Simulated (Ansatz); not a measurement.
# CH7GeNO2: the cost of one run

Program: Ansatz 0.2.0. Level of theory: RKS PBE-D4/def2-SVP. These are calculated values, not measurements.

### Step 1. The starting structure

Bond lengths: N1–Ge2 1.825 Å, Ge2–O3 1.758 Å, Ge2–C4 1.979 Å, C4–O5 1.349 Å, N1–H6 1.071 Å, N1–H7 1.083 Å, Ge2–H8 1.536 Å, O3–H9 0.984 Å, C4–H10 1.118 Å, C4–H11 1.160 Å, O5–H12 0.999 Å. Angles (14 of 17 angles, heavy atoms first): N1–Ge2–O3 107.6°, N1–Ge2–C4 112.5°, O3–Ge2–C4 107.9°, Ge2–C4–O5 110.3°, N1–Ge2–H8 111.2°, O3–Ge2–H8 108.9°, C4–Ge2–H8 108.6°, Ge2–N1–H6 108.4°, Ge2–N1–H7 105.5°, Ge2–O3–H9 107.7°, Ge2–C4–H10 106.8°, Ge2–C4–H11 104.0°, O5–C4–H10 116.4°, O5–C4–H11 111.9°.

Coordinates:

```xyz
12

N    -1.7084   -0.6971    1.1665
Ge   -0.1983   -0.8159    0.1495
O     1.0922   -1.4179    1.1811
C     0.3670    0.9370   -0.5736
O     1.4563    0.7907   -1.3558
H    -1.5694    0.0824    1.8876
H    -2.4553   -0.2488    0.5232
H    -0.3925   -1.7890   -1.0225
H     1.8907   -1.5416    0.6200
H     0.4698    1.6290    0.2980
H    -0.5534    1.3005   -1.1787
H     1.6782    1.7154   -1.6613
```

### Step 2. End point A

The input, input.yaml:

```yaml
crystal:
  periodic: [false, false, false]
  atoms:
    - { symbol: "N", position_ang: [-1.7084, -0.6971, 1.1665] }
    - { symbol: Ge, position_ang: [-0.1983, -0.8159, 0.1495] }
    - { symbol: O, position_ang: [1.0922, -1.4179, 1.1811] }
    - { symbol: C, position_ang: [0.367, 0.937, -0.5736] }
    - { symbol: O, position_ang: [1.4563, 0.7907, -1.3558] }
    - { symbol: H, position_ang: [-1.5694, 0.0824, 1.8876] }
    - { symbol: H, position_ang: [-2.4553, -0.2488, 0.5232] }
    - { symbol: H, position_ang: [-0.3925, -1.789, -1.0225] }
    - { symbol: H, position_ang: [1.8907, -1.5416, 0.62] }
    - { symbol: H, position_ang: [0.4698, 1.629, 0.298] }
    - { symbol: H, position_ang: [-0.5534, 1.3005, -1.1787] }
    - { symbol: H, position_ang: [1.6782, 1.7154, -1.6613] }
basis:
  gaussian: { orbitals: def2-SVP }
hamiltonian:
  xc: pbe
  dispersion: d4
relax:
  f_tol: 0.02
  max_steps: 50
output:
  orbitals: {}
```

The run is started by

```bash
> ansatz run input.yaml --threads 2 --pin off --max-ram 3072MiB --backend cpu --events-out ev --progress --plain --runs-dir out
```

Q: Estimate wall time and peak memory on 2 threads of Intel Xeon 6975P-C (Granite Rapids), shared host.

About 19 s, with a peak of 0.18 GiB.
